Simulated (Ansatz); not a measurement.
# H4OSn: the cost of one run

Program: Ansatz 0.2.0. Level of theory: RKS PBE0/def2-TZVP. These are calculated values, not measurements.

## (1) The structure to begin with

Bond lengths: Sn1–H2 1.740 Å, Sn1–H3 1.740 Å, Sn1–O4 1.959 Å, O4–H5 1.010 Å, Sn1–H6 1.739 Å. Angles: H2–Sn1–H3 109.4°, H2–Sn1–O4 109.5°, H2–Sn1–H6 109.5°, H3–Sn1–O4 109.5°, H3–Sn1–H6 109.5°, O4–Sn1–H6 109.5°, Sn1–O4–H5 109.5°.

Coordinates:

```xyz
6

Sn    0.0000    0.0000    0.0000
H     0.0000    0.0000    1.7400
H     1.6408    0.0000   -0.5794
O    -0.9232    1.5994   -0.6527
H    -1.8810    1.3686   -0.8751
H    -0.8195   -1.4198   -0.5794
```

## (2) Preparing the start

Input file input.yaml:

```yaml
crystal:
  periodic: [false, false, false]
  atoms:
    - { symbol: Sn, position_ang: [0.0, 0.0, 0.0] }
    - { symbol: H, position_ang: [0.0, 0.0, 1.74] }
    - { symbol: H, position_ang: [1.6408, 0.0, -0.5794] }
    - { symbol: O, position_ang: [-0.9232, 1.5994, -0.6527] }
    - { symbol: H, position_ang: [-1.881, 1.3686, -0.8751] }
    - { symbol: H, position_ang: [-0.8195, -1.4198, -0.5794] }
basis:
  gaussian: { orbitals: def2-TZVP }
hamiltonian:
  xc: pbe0
relax:
  f_tol: 0.02
  max_steps: 40
output:
  orbitals: {}
```

Command:

```
$ ansatz run input.yaml --threads 4 --pin off --max-ram 5120MiB --backend cpu --events-out ev --progress --plain --runs-dir out
```

Q: Estimate wall time and peak memory on 4 threads of AMD EPYC 7R43 (Zen 3), shared host.

About 20 s, with a peak of 0.19 GiB.
